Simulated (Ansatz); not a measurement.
# GeCN2 (R-3m) in Ansatz: convergence with wavefunction cutoff

Aim: find how far wavefunction cutoff must go before the results for GeCN2 settle, at LDA. This setting moves, with any that are tied to it; all else stays.

Everything below comes from runs of Ansatz 0.2.0. Logs are shortened: lines on timing, memory, paths and dates and some standing lists are left out, and cuts for length are marked.

### Step 1. The structure

The structure is trigonal, space group R-3m (No. 166). Conventional cell: a = 3.588 Å, b = 3.588 Å, c = 14.766 Å, α = 90.00°, β = 90.00°, γ = 120.00°. Around Ge (site symmetry -3m) lie 6 N at 2.40 Å. N (site symmetry 3m) has 1 C at 1.24 Å as nearest neighbours. C (site symmetry -3m) has 2 N at 1.24 Å as nearest neighbours.

The cell comes from a database or a generator and needn't be the stable form of this composition.

### Step 2. With wavefunction cutoff 400 eV

Input file input.yaml:

```yaml
crystal:
  lattice:
    - [1.7937903697, 1.0356453528, 4.9219572124]
    - [-1.7937903697, 1.0356453528, 4.9219572124]
    - [0.0, -2.0712907056, 4.9219572124]
  atoms:
    - { symbol: Ge, position: [0.0, 0.0, 0.0] }
    - { symbol: "N", position: [0.5839044, 0.5839044, 0.5839044] }
    - { symbol: "N", position: [0.4160956, 0.4160956, 0.4160956] }
    - { symbol: C, position: [0.5, 0.5, 0.5] }
hamiltonian:
  xc: lda
  pseudopotentials: { kind: nc, accuracy: stringent }
kpoints:
  mp_grid: { grid: [7, 7, 7] }
scf:
  occupations: { method: fermi_dirac, width: 0.05 }
output:
  forces: true
  stress: true
  eigenvalues: true
basis:
  ecutwfc: "400 eV"
```

Potentials or basis: PseudoDojo stringent (LDA files).

Run with:

```console
$ ansatz run input.yaml --threads 2 --pin off --max-ram 5632MiB --backend cpu --events-out ev --progress --plain --runs-dir out
```

The program printed:

```text
Warning: basis.ecutwfc = 400 eV is below the records' recommended 1687.105947 eV, and the density's cutoff is lower with it unless basis.ecutrho_ratio is high enough to keep the records' density cutoff: compare with a run at a higher cutoff
Warning: RAYON_NUM_THREADS=2 ignored (pool sized by the plan → 2); use --threads N
basis.fft_grid_basis auto: the FFT boxes are laid along the combinations [[1, 0, -1], [0, 1, -1], [0, 0, 1]] of the cell's own vectors, 3.588, 3.588 and 5.340 Å long. The dense box has 24×24×36 points. Along the cell's own vectors, as sized, it would have 36×36×36, 2.25 times as many. Of the 12 symmetry operations that the crystal satisfies within crystal.symmetry.tolerance (time reversal apart; of a slab, those that keep its plane) the dense box along the cell's own vectors carries 12, and the one as laid loses 8 of those. basis.fft_grid_basis: typed keeps the cell's own vectors: state it where this run's energies or levels are differenced outside the engine with another run's, or held beside a run that keeps those vectors.
Engine: ansatz 0.2.0, aarch64-unknown-linux-gnu
Pseudopotentials: kind: nc
Pseudopotential: Ge, nc, valence charge 22, recommended cutoff 1687.105947 eV (normal), Ge.nc.azcp (PseudoDojo's, or run here from an input of PseudoDojo's; its table is named by hamiltonian.pseudopotentials.accuracy)
Pseudopotential: N, nc, valence charge 5, recommended cutoff 1142.878222 eV (normal), N.nc.azcp (PseudoDojo's, or run here from an input of PseudoDojo's; its table is named by hamiltonian.pseudopotentials.accuracy)
Pseudopotential: C, nc, valence charge 4, recommended cutoff 1115.666836 eV (normal), C.nc.azcp (PseudoDojo's, or run here from an input of PseudoDojo's; its table is named by hamiltonian.pseudopotentials.accuracy)
Functional definition: SPW92
  exchange = slater_x
  correlation = pw_c
Crystal: 4 atoms, lattice volume = 54.862 Å³
Basis set: ecut = 400 eV, 989 PW (Γ), FFT grids on a1−a3, a2−a3, a3
Bands: 22, of which v1, the nominal top of the filled ones, is band 18 counted from 1 (17 counted from 0)
Symmetry: 12 space group operations
Space group: R-3m (ITA 166), of the structure as read, at distance tolerance 3.8e-5 Å
k-points: 44 of 343
Non-local potential: Ge, projectors of the file, l = 0: 2, l = 1: 2, l = 2: 2
Non-local potential: N, projectors of the file, l = 0: 2, l = 1: 2
Non-local potential: C, projectors of the file, l = 0: 2, l = 1: 2
Initial density: superposition of atomic densities (chi_scale 0.1, normalization cell, long waves kept (reshape's long-wave potential 0.16 eV rms))
Initial wavefunctions: pseudopotential atomic-orbital guess
Functional: x = slater, c = lda
SCF iter   1: F=—  HF=-7888.402311 eV  |F-HF|=—  |Δ(HF+E_count)|=         —  Δρ=1.50e0  dr2=3.85e2  ethr=3.10e-3  ⟨swp⟩=6.1  Hψ=5729  notcnv=0
preconditioner: auto → none  [insulator: Δε(μ)=0.561 eV  Ē_g=10.774 eV  σ=0.050 eV  W_gap=0.99  n_scr=14 (ndim 8)  ℏωp=26.5 eV  f_vac=0.047  D(μ)=0.00/eV (n_scr^D=0)  ε∞_Penn≈7.1]
SCF iter   2: F=—  HF=-7706.911071 eV  |F-HF|=—  |Δ(HF+E_count)|=    1.81e2  Δρ=6.36e-1  dr2=5.84e1  ethr=3.10e-3  ⟨swp⟩=5.1  Hψ=4055  notcnv=0
SCF iter   3: F=—  HF=-7686.348273 eV  |F-HF|=—  |Δ(HF+E_count)|=    2.06e1  Δρ=2.99e-1  dr2=1.71e1  ethr=3.10e-3  ⟨swp⟩=5.1  Hψ=3002  notcnv=0
SCF iter   4: F=—  HF=-7679.259861 eV  |F-HF|=—  |Δ(HF+E_count)|=    7.09e0  Δρ=1.03e-1  dr2=8.62e-1  ethr=3.10e-3  ⟨swp⟩=4.0  Hψ=2684  notcnv=0
SCF iter   5: F=—  HF=-7678.864210 eV  |F-HF|=—  |Δ(HF+E_count)|=   3.96e-1  Δρ=2.16e-2  dr2=1.57e-1  ethr=2.39e-3  ⟨swp⟩=2.1  Hψ=2267  notcnv=0
SCF iter   6: F=—  HF=-7678.829094 eV  |F-HF|=—  |Δ(HF+E_count)|=   3.51e-2  Δρ=8.85e-3  dr2=2.71e-2  ethr=4.36e-4  ⟨swp⟩=3.2  Hψ=1706  notcnv=0
SCF iter   7: F=—  HF=-7678.822847 eV  |F-HF|=—  |Δ(HF+E_count)|=   6.25e-3  Δρ=3.31e-3  dr2=3.11e-3  ethr=7.53e-5  ⟨swp⟩=1.6  Hψ=1361  notcnv=0
SCF iter   8: F=—  HF=-7678.822095 eV  |F-HF|=—  |Δ(HF+E_count)|=   7.51e-4  Δρ=5.88e-4  dr2=9.16e-5  ethr=8.64e-6  ⟨swp⟩=2.0  Hψ=1205  notcnv=0
SCF iter   9: F=—  HF=-7678.822096 eV  |F-HF|=—  |Δ(HF+E_count)|=   1.10e-6  Δρ=1.44e-4  dr2=5.64e-6  ethr=2.54e-7  ⟨swp⟩=2.2  Hψ=1562  notcnv=0
SCF iter  10: F=—  HF=-7678.822094 eV  |F-HF|=—  |Δ(HF+E_count)|=   2.12e-6  Δρ=4.89e-5  dr2=9.59e-7  ethr=1.57e-8  ⟨swp⟩=3.0  Hψ=1809  notcnv=0
SCF iter  11: F=—  HF=-7678.822094 eV  |F-HF|=—  |Δ(HF+E_count)|=   3.17e-7  Δρ=2.11e-5  dr2=1.42e-7  ethr=2.66e-9  ⟨swp⟩=2.8  Hψ=1568  notcnv=0
SCF iter  12: F=-7678.822094 eV  HF=-7678.822094 eV  |F-HF|=3.22e-9  |Δ(HF+E_count)|=   5.18e-8  Δρ=3.67e-6  dr2=4.24e-9  ethr=2.78e-10  ⟨swp⟩=7.0  Hψ=4953  notcnv=0
SCF 1 converged in 12 iterations: F = -7678.822094 eV  dr2 = 4.24e-9
SCF converged after 12 iterations
Free energy (F): -7678.822094 eV
Harris-Foulkes:  -7678.822094 eV  (|F-HF|=3.22e-9)
Internal energy: -7678.822094 eV  (E = F + TS)
E sigma→0 (E₀):  -7678.822094 eV
Fermi energy:    7.355965 eV
--- Per-component energies (eV) ---
  E_band       = -1422.866459
  E_kinetic    = 2985.978239
  E_local      = -8126.467400  (includes V_loc(G=0)·N_el)
  E_nonlocal   = -1000.766629
  E_hartree    = 2829.626813
  E_xc         = -844.629070
  E_vxc        = -940.861205  (∫ρ·V_xc dr)
  E_ewald      = -3522.564048
  E_smearing   = -0.000000  (= −TS)
  E_closure    = -0.000000  (closes the sum)
  Σ components = -7678.822094   (vs F -7678.822094, Δ=0.00e0)
--- Forces (eV/Å), atoms counted from 1 ---
  atom   1  Ge     0.00000000     0.00000000     0.00000000
  atom   2  N     -0.00000000    -0.00000000     3.29076162
  atom   3  N      0.00000000     0.00000000    -3.29076162
  atom   4  C     -0.00000000     0.00000000     0.00000000
  max |Σ_I F_I| component: 1.85e-17 eV/Å
--- Stress (GPa, compression-positive) ---
      -15.472356       0.000000       0.000000
        0.000000     -15.472356      -0.000000
        0.000000      -0.000000       1.643581
  P = ⅓ Tr σ = -9.7670 GPa (-97.670 kbar)
--- Band table (eV; the first three rows and the last of 44) ---
  k-point 0: bands = ["-237.2450", "-133.0648", "-131.8326", "-131.8326", "-13.2745", "-12.8884", "-12.8884", "-12.2316", "-11.8326", "-11.8326", "-9.9597", "-7.7210", "2.0717", "2.1354", "2.3741", "2.3741", "5.9305", "5.9305", "9.8941", "10.9114", "10.9114", "11.2945"]
  k-point 1: bands = ["-237.2506", "-133.1454", "-132.0089", "-131.7908", "-13.2797", "-13.0630", "-12.6815", "-12.1288", "-12.1285", "-11.8403", "-9.9143", "-7.6440", "1.2892", "2.1361", "2.3613", "2.5401", "5.3499", "5.6151", "10.1004", "10.8767", "11.3046", "12.7317"]
  k-point 2: bands = ["-237.2384", "-132.8238", "-132.2590", "-131.7914", "-13.0908", "-12.7222", "-12.5971", "-12.3429", "-12.2450", "-11.8864", "-9.7880", "-7.4573", "0.1827", "2.0215", "2.3020", "2.3881", "4.3338", "4.9617", "10.1165", "11.9793", "12.1903", "13.4430"]
  k-point 43: bands = ["-237.1856", "-132.7767", "-131.8186", "-131.4581", "-12.9419", "-12.6682", "-12.4493", "-12.2625", "-11.7425", "-11.6164", "-10.7504", "-6.9283", "0.8550", "1.9104", "2.3430", "2.6920", "5.6193", "6.0287", "8.9091", "11.1796", "11.8248", "13.3450"]
```

Wall time 1.8 s (2 threads of Arm Neoverse V1, shared host); peak memory 0.26 GiB.

What came out:

* Free energy: -7678.8221 eV
* Pressure: -9.8 GPa
* Largest force: 3.291 eV/Å
* Band gap on the k mesh: 2.35 eV, indirect (least direct gap 2.71 eV)

### Step 3. With wavefunction cutoff 500 eV

Changes to input.yaml since step 2:

```diff
@@ -22,2 +22,2 @@
 basis:
-  ecutwfc: "400 eV"
+  ecutwfc: "500 eV"
```

Potentials or basis: PseudoDojo stringent (LDA files).

Run with:

```console
$ ansatz run input.yaml --threads 2 --pin off --max-ram 5632MiB --backend cpu --events-out ev --progress --plain --runs-dir out
```

Run time: 2.3 s. Hardware: 2 threads of Arm Neoverse V1, shared host; peak memory 0.29 GiB.

What came out:

```
Free energy            : -7939.6689 eV
Pressure               : -4.0 GPa
Largest force          : 0.172 eV/Å
Band gap on the k mesh : 1.99 eV, indirect (least direct gap 2.73 eV)
```

### Step 4. With wavefunction cutoff 600 eV

Changes to input.yaml since step 3:

```diff
@@ -22,2 +22,2 @@
 basis:
-  ecutwfc: "500 eV"
+  ecutwfc: "600 eV"
```

Run with:

```console
$ ansatz run input.yaml --threads 2 --pin off --max-ram 5632MiB --backend cpu --events-out ev --progress --plain --runs-dir out
```

Wall time 2.6 s (2 threads of Arm Neoverse V1, shared host); peak memory 0.3 GiB.

Results:

```yaml
Free_energy: -8105.3202 eV
Pressure: -10.4 GPa
Largest_force: 0.021 eV/Å
Band_gap_on_the_k_mesh: 1.68 eV, indirect (least direct gap 2.49 eV)
```

### Step 5. With wavefunction cutoff 700 eV

Changes to input.yaml since step 4:

```diff
@@ -22,2 +22,2 @@
 basis:
-  ecutwfc: "600 eV"
+  ecutwfc: "700 eV"
```

Run with:

```console
$ ansatz run input.yaml --threads 2 --pin off --max-ram 5632MiB --backend cpu --events-out ev --progress --plain --runs-dir out
```

Run time: 3.8 s. Hardware: 2 threads of Arm Neoverse V1, shared host; peak memory 0.32 GiB.

What came out:

```
Free energy            : -8207.6269 eV
Pressure               : -7.8 GPa
Largest force          : 0.033 eV/Å
Band gap on the k mesh : 1.42 eV, indirect (least direct gap 2.22 eV)
```

### Step 6. With wavefunction cutoff 850 eV

Changes to input.yaml since step 5:

```diff
@@ -22,2 +22,2 @@
 basis:
-  ecutwfc: "700 eV"
+  ecutwfc: "850 eV"
```

Potentials or basis: PseudoDojo stringent (LDA files).

Run with:

```console
$ ansatz run input.yaml --threads 2 --pin off --max-ram 5632MiB --backend cpu --events-out ev --progress --plain --runs-dir out
```

It took 3.1 s on 2 threads of Arm Neoverse V1, shared host; peak memory 0.35 GiB.

It converged, with:

| Quantity | Value |
| --- | --- |
| Free energy | -8287.2534 eV |
| Pressure | -7.1 GPa |
| Largest force | 0.106 eV/Å |
| Band gap on the k mesh | 1.20 eV, indirect (least direct gap 1.99 eV) |

### Step 7. With wavefunction cutoff 1000 eV

Changes to input.yaml since step 6:

```diff
@@ -22,2 +22,2 @@
 basis:
-  ecutwfc: "850 eV"
+  ecutwfc: "1000 eV"
```

Run with:

```console
$ ansatz run input.yaml --threads 2 --pin off --max-ram 5632MiB --backend cpu --events-out ev --progress --plain --runs-dir out
```

Run time: 3.9 s. Hardware: 2 threads of Arm Neoverse V1, shared host; peak memory 0.39 GiB.

Results (log left out):

```
Free energy            : -8318.4155 eV
Pressure               : -6.6 GPa
Largest force          : 0.137 eV/Å
Band gap on the k mesh : 1.09 eV, indirect (least direct gap 1.88 eV)
```

### Step 8. With wavefunction cutoff 1200 eV

Changes to input.yaml since step 7:

```diff
@@ -22,2 +22,2 @@
 basis:
-  ecutwfc: "1000 eV"
+  ecutwfc: "1200 eV"
```

Run with:

```console
$ ansatz run input.yaml --threads 2 --pin off --max-ram 5632MiB --backend cpu --events-out ev --progress --plain --runs-dir out
```

Run time: 5.2 s. Hardware: 2 threads of Arm Neoverse V1, shared host; peak memory 0.44 GiB.

The run converged. Its results:

```
Free energy            : -8329.4956 eV
Pressure               : -6.3 GPa
Largest force          : 0.136 eV/Å
Band gap on the k mesh : 1.05 eV, indirect (least direct gap 1.84 eV)
```

### Step 9. With wavefunction cutoff 1400 eV

Changes to input.yaml since step 8:

```diff
@@ -22,2 +22,2 @@
 basis:
-  ecutwfc: "1200 eV"
+  ecutwfc: "1400 eV"
```

Potentials or basis: PseudoDojo stringent (LDA files).

Run with:

```console
$ ansatz run input.yaml --threads 2 --pin off --max-ram 5632MiB --backend cpu --events-out ev --progress --plain --runs-dir out
```

Run time: 6.3 s. Hardware: 2 threads of Arm Neoverse V1, shared host; peak memory 0.5 GiB.

It converged, with:

```
Free energy            : -8330.9655 eV
Pressure               : -6.2 GPa
Largest force          : 0.134 eV/Å
Band gap on the k mesh : 1.04 eV, indirect (least direct gap 1.83 eV)
```

### Step 10. With wavefunction cutoff 1700 eV

Changes to input.yaml since step 9:

```diff
@@ -22,2 +22,2 @@
 basis:
-  ecutwfc: "1400 eV"
+  ecutwfc: "1700 eV"
```

Run with:

```console
$ ansatz run input.yaml --threads 2 --pin off --max-ram 5632MiB --backend cpu --events-out ev --progress --plain --runs-dir out
```

Wall time 9.4 s (2 threads of Arm Neoverse V1, shared host); peak memory 0.58 GiB.

It converged, with:

- Free energy: -8331.0576 eV
- Pressure: -6.2 GPa
- Largest force: 0.134 eV/Å
- Band gap on the k mesh: 1.04 eV, indirect (least direct gap 1.83 eV)

### Step 11. Summary

| wavefunction cutoff | energy less the tightest run, at zero smearing (meV/atom) | pressure (GPa) | largest force (eV/Å) | gap on the mesh (eV) | SCF cycles | CPU time (s) | peak memory (GiB) |
| --- | --- | --- | --- | --- | --- | --- | --- |
| 400 eV | 163058.88 | -9.77 | 3.291 | 2.346 | 12 | 3.4 | 0.26 |
| 500 eV | 97847.19 | -3.97 | 0.172 | 1.986 | 10 | 4.4 | 0.29 |
| 600 eV | 56434.35 | -10.43 | 0.021 | 1.681 | 9 | 5.2 | 0.3 |
| 700 eV | 30857.67 | -7.81 | 0.033 | 1.415 | 9 | 7.3 | 0.32 |
| 850 eV | 10951.05 | -7.08 | 0.106 | 1.196 | 9 | 6.1 | 0.35 |
| 1000 eV | 3160.53 | -6.58 | 0.137 | 1.095 | 8 | 7.6 | 0.39 |
| 1200 eV | 390.51 | -6.28 | 0.136 | 1.052 | 9 | 10 | 0.44 |
| 1400 eV | 23.04 | -6.22 | 0.134 | 1.044 | 9 | 12 | 0.5 |
| 1700 eV | 0.00 | -6.20 | 0.134 | 1.043 | 9 | 19 | 0.58 |

Against the tightest run, the pressure stays within 0.1 GPa from 1200 eV on; the largest force stays within 0.005 eV/Å from 1000 eV on; the gap on the mesh stays within 0.01 eV from 1200 eV on. Not settled before the last step: the energy (to 1 meV/atom). The tightest run that finished is the yardstick and may itself not be fully converged.

Caveats: odd divisions of the mesh miss points on the zone boundary, where band edges often lie, so the gap on the mesh can be too wide.
